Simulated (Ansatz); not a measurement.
# Pt2W: a trial structure relaxed

Aim: relax Pt2W from this start, structure listed in a database for this formula (Immm, No. 71), and see where it ends.

Method: DFT r2SCAN, scalar-relativistic, plane waves, PAW, in Ansatz 0.2.0.

The structure is orthorhombic, space group Immm (No. 71). The conventional cell has a = 2.773 Å, b = 3.964 Å, c = 8.307 Å, α = 90.00°, β = 90.00°, γ = 90.00°. Around Pt (site symmetry mm2) lie 7 Pt at 2.71 to 2.82 Å and 5 W at 2.77 to 2.80 Å. W (site symmetry mmm) is surrounded by 2 W at 2.77 Å and 10 Pt at 2.77 to 2.80 Å.

Coordinates:

```
CELL_PARAMETERS angstrom
-1.38637 1.98220 4.15326
1.38637 -1.98220 4.15326
1.38637 1.98220 -4.15326
ATOMIC_POSITIONS crystal
Pt 0.66322 0.66322 0.00000
Pt 0.33678 0.33678 0.00000
W 0.00000 0.00000 0.00000
```

The structure above is the start of the run; the results belong to its end.

Formation energies count from the elements, computed with the same settings in runs not shown here.

```
                          quantity                                                                      value
               cell (conventional)  a = 2.772 Å, b = 3.956 Å, c = 8.298 Å, α = 90.00°, β = 90.00°, γ = 90.00°
                       space group                                                              Immm (No. 71)
                            volume                                                              15.17 Å³/atom
                   gap on the mesh                                                               none (metal)
formation energy from the elements                                                             -0.345 eV/atom
```

The space group stayed Immm, and from the first guess the volume went from 15.22 to 15.17 Å³/atom. With -0.35 eV/atom it lies under the elements, which doesn't yet make it stable against other compounds of them. Spin-orbit coupling is left out for Pt, W.

Q: Write the input and the launch command of the relaxation that these results rest on.

A: The one used for the relaxation. It is one of several that fit.

File input.yaml:

```yaml
crystal:
  lattice:
    - [-1.38636625, 1.98220299, 4.153262805]
    - [1.38636625, -1.98220299, 4.153262805]
    - [1.38636625, 1.98220299, -4.153262805]
  atoms:
    - { symbol: Pt, position: [0.6632247, 0.6632247, 0.0] }
    - { symbol: Pt, position: [0.3367753, 0.3367753, 0.0] }
    - { symbol: W, position: [0.0, 0.0, 0.0] }
basis:
  ecutwfc: 500
kpoints:
  mp_grid: { grid: [20, 20, 20] }
hamiltonian:
  xc: r2scan
scf:
  occupations: { method: gaussian, width: 0.1 }
output:
  forces: true
  stress: true
  eigenvalues: true
  write_density: true
  write_potential: true
  elf: true
  volumetric_format: npy
relax:
  adjacent_minimum: "off"
  f_tol: 0.01
  max_steps: 80
  cell: { stress_tol: 0.05 }
```

On the command line:

```sh
$ ansatz run input.yaml --threads 4 --pin off --max-ram 8192MiB --backend cpu --events-out ev --progress --plain --runs-dir out
```
